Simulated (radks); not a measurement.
# Ionising rhenium step by step, Re⁸⁺ to Re¹¹⁺

An exercise on one series of results from a longer session: the logs are not shown, and one member is left open.

The numbers are computed with radks (a radial shooting solver on a logarithmic mesh, Libxc functionals) version 1 (Dirac Kohn-Sham, PBE, spin-unpolarised, spherical densities, point nucleus; open shells fill j = l - 1/2 first), except any that are marked as measured or tabulated.

### What is computed

| Property | Result |
| --- | --- |
| element | rhenium (Z = 75) |
| charges | 8 to 11 |
| first configuration | [Kr] 4d10 4f14 5s2 5p5 |
| last configuration | [Kr] 4d10 4f14 5s2 5p2 |

Set-up of the first run:

Input:

```text
Z 75
configuration [Kr] 4d10 4f14 5s2 5p5 6s0 5d0
relativity Dirac
functional pbe,pbe
spin unpolarised
j_filling energy
nucleus point
c 137.035999084
```

Steps of the session up to this table: Re⁸⁺, [Kr] 4d10 4f14 5s2 5p5.

One table of the session follows, with a row left open; its other results are not shown here.

It belongs to the step «Re⁸⁺, [Kr] 4d10 4f14 5s2 5p5». From the orbitals of this run (lengths in bohr):

| level | <r> | outermost maximum (interpolated) | 90 % within | nodes |
| --- | --- | --- | --- | --- |
| 5s1/2 | ? | ? | ? | ? |
| 5p1/2 | 1.072 | 0.981 | 1.53 | 3 |
| 4f5/2 | 0.5647 | 0.414 | 0.921 | 0 |
| 4f7/2 | 0.5723 | 0.419 | 0.934 | 0 |
| 5p3/2 | 1.146 | 1.05 | 1.64 | 3 |
| 5d3/2 | 1.362 | 1.22 | 1.97 | 2 |
| 5d5/2 | 1.386 | 1.25 | 2.01 | 2 |
| 6s1/2 | 2.001 | 1.95 | 2.78 | 5 |

Q: Estimate the row for 5s1/2 from the others.

**Answer.** <r>: 1.001; outermost maximum (interpolated): 0.926; 90 % within: 1.42; nodes: 4. In the column «<r>» it lies between 4f7/2 (0.5723) and 5p1/2 (1.072).

Limits of these values: Spin polarisation and multiplet splitting are left out, so open shells lie too high by an amount that depends on their filling.
